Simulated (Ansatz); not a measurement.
Run this with Ansatz's Python interface and show what comes out.

`cas_ch3br.py`:
```python
"""Active-space calculation on CH3Br."""

import logging
import sys

import ansatz as az

logging.basicConfig(stream=sys.stdout, format="%(name)s: %(message)s")
log = logging.getLogger("run")
log.setLevel(logging.INFO)

geometry_ang = [
    ("C", (-0.10636, 0.12454, 0.08889)),
    ("Br", (1.00217, -1.16702, -0.83472)),
    ("H", (0.51517, 0.97479, 0.35215)),
    ("H", (-0.5062, -0.35363, 0.9777)),
    ("H", (-0.90479, 0.42131, -0.58401)),
]
ch3br = az.Crystal.molecule()
for symbol, xyz in geometry_ang:
    ch3br = ch3br.atom(symbol, xyz)

setup = (
    ch3br.calculation()
    .basis(gaussian="def2-SVP")
    .correlation(active_electrons=2, active_orbitals=2)
)
for method in [None, "sc_nevpt2", "fic_mrcisd_q"]:
    report = (setup if method is None else setup.correlation(method)).run(threads=1, pin="off").report
    space = report["configurations"]
    state = space["states"][0]
    print(method or "casscf", f"total {report['free_energy_ev'] / 27.211386246:.6f} Ha, active-space state {state['energy']['hartree']:.6f} Ha, mean field {report['reference_energy_ev'] / 27.211386246:.6f} Ha")
    print("  determinants", state["n_determinants"], " natural occupations", [round(n, 3) for n in space["natural_occupations"]])
```

```console
$ python cas_ch3br.py
casscf total -2611.701324 Ha, active-space state -2611.701324 Ha, mean field -2611.683768 Ha
  determinants 4  natural occupations [1.967, 0.033]
sc_nevpt2 total -2612.063869 Ha, active-space state -2611.701316 Ha, mean field -2611.683768 Ha
  determinants 4  natural occupations [1.967, 0.033]
fic_mrcisd_q total -2612.086542 Ha, active-space state -2611.701316 Ha, mean field -2611.683768 Ha
  determinants 4  natural occupations [1.967, 0.033]
```

Notes:
- Total energies depend on the basis set; only differences at equal settings carry meaning.
- The geometry is a force-field or estimated start, not a minimum of this method, and the basis set is short of its limit. The active space starts as a window about the frontier orbitals and is then optimised, not chosen by chemistry.
- Timing: 7 s on 1 thread of Arm Neoverse V1, with other jobs on the host, peak memory 0.19 GiB.
